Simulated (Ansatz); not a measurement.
# C: the cost of one run

Program: Ansatz 0.2.0. Level of theory: DFT r2SCAN, scalar-relativistic, plane waves, PAW. These are calculated values, not measurements.

## (1) The structure to begin with

It takes space group R-3m (No. 166, trigonal). Conventional cell: a = 3.051 Å, b = 3.051 Å, c = 8.486 Å, α = 90.00°, β = 90.00°, γ = 120.00°. C (site symmetry 3m) has 3 C at 2.04 Å as nearest neighbours.

Structure file:

```xyz
2
Lattice="1.5255 0.8807 2.8288 -1.5255 0.8807 2.8288 0.0000 -1.7615 2.8288" Properties=species:S:1:pos:R:3 pbc="T T T"
C     0.0000    0.0000    1.9310
C     0.0000    0.0000    6.5554
```

This is candidate A: grey arsenic (A7) type (R-3m, No. 166).

(A quick probe on a coarse mesh, which set the mesh and smearing, is not shown.)

## (3) A loose first relaxation (candidate A)

input.yaml reads:

```yaml
crystal:
  lattice:
    - [1.5254665541, 0.8807285256, 2.8287948316]
    - [-1.5254665541, 0.8807285256, 2.8287948316]
    - [0.0, -1.7614570513, 2.8287948316]
  atoms:
    - { symbol: C, position: [0.22754, 0.22754, 0.22754] }
    - { symbol: C, position: [0.77246, 0.77246, 0.77246] }
basis:
  ecutwfc: 500
kpoints:
  mp_grid: { grid: [6, 6, 6] }
hamiltonian:
  xc: r2scan
scf:
  occupations: { method: gaussian, width: 0.1 }
  lower_state_search: "off"
output:
  forces: true
  stress: true
  eigenvalues: true
relax:
  adjacent_minimum: "off"
  f_tol: 0.04
  max_steps: 70
  cell: { stress_tol: 0.4 }
```

**Question.** How long does this run take on 1 thread of an x86-64 CPU, shared host, and how much memory does it need?

About 9.4 s, with a peak of 0.42 GiB.
